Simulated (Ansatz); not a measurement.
# CH2SeSi (SMILES [SiH2]=C=[Se]): one structure at several levels

One table from this session's results is given with a row withheld; the runs are named, their logs left out.

Program: Ansatz 0.2.0, Gaussian basis. Level of theory: single points in def2-TZVPP. These are calculated values, not measurements.

Cores are frozen in the correlated methods. Filled d shells of the heavier atoms are correlated.

## Starting geometry

SMILES `[SiH2]=C=[Se]`, 5 atoms, charge 0, spin multiplicity 1.

Atoms are counted from 1 here; the program's logs count them from 0.

Bond lengths: Si1–C2 1.691 Å, Si1–H4 1.485 Å, Si1–H5 1.505 Å, C2–Se3 1.767 Å. Angles: C2–Si1–H4 122.3°, C2–Si1–H5 118.7°, H4–Si1–H5 119.0°, Si1–C2–Se3 173.9°.

As a file:

```xyz
5
CH2SeSi
Si   -0.3522    0.5025   -0.4009
C     0.4392   -0.6330    0.5707
Se    1.1377   -1.9427    1.5287
H    -1.4824    0.1353   -1.2920
H     0.1116    1.9340   -0.3633
```

Set-up of the first run:

The input, run/in.yaml:

```yaml
crystal:
  periodic: [false, false, false]
  atoms:
    - {symbol: Si, position_ang: [-0.352200, 0.502500, -0.400900]}
    - {symbol: C, position_ang: [0.439200, -0.633000, 0.570700]}
    - {symbol: Se, position_ang: [1.137700, -1.942700, 1.528700]}
    - {symbol: H, position_ang: [-1.482400, 0.135300, -1.292000]}
    - {symbol: H, position_ang: [0.111600, 1.934000, -0.363300]}
basis:
  gaussian: {orbitals: def2-TZVPP}
correlation: {method: ccsd_t}
output: {forces: true}
```

No record of the launch command was kept for these runs.

Among the steps run: CCSD(T)/def2-TZVPP; PBE0-D4/def2-TZVPP; wB97M-V/def2-TZVPP; r2SCAN-D4/def2-TZVPP; PBE-D4/def2-TZVPP; BHLYP-D4/def2-TZVPP; r2SCANh-D4/def2-TZVPP.

One table of the session follows, with a row left open; its other results are not shown here.

```
    method  RMS force component (eV/Å)  angle to CCSD(T) forces (°)  dipole (D)
   CCSD(T)                       0.959                    reference        1.10
   PBE0-D4                       1.075                         13.0        1.32
   wB97M-V                       1.047                         14.1        1.57
 r2SCAN-D4                       1.062                          9.4        1.10
    PBE-D4                       0.959                          7.6        0.90
  BHLYP-D4                       1.083                         17.6        1.80
r2SCANh-D4                           ?                            ?           ?
```

Q: Estimate the row for r2SCANh-D4 from the others.

**Answer.** RMS force component (eV/Å): 1.094; angle to CCSD(T) forces (°): 11.4; dipole (D): 1.23. In the column «RMS force component (eV/Å)» it is the highest.
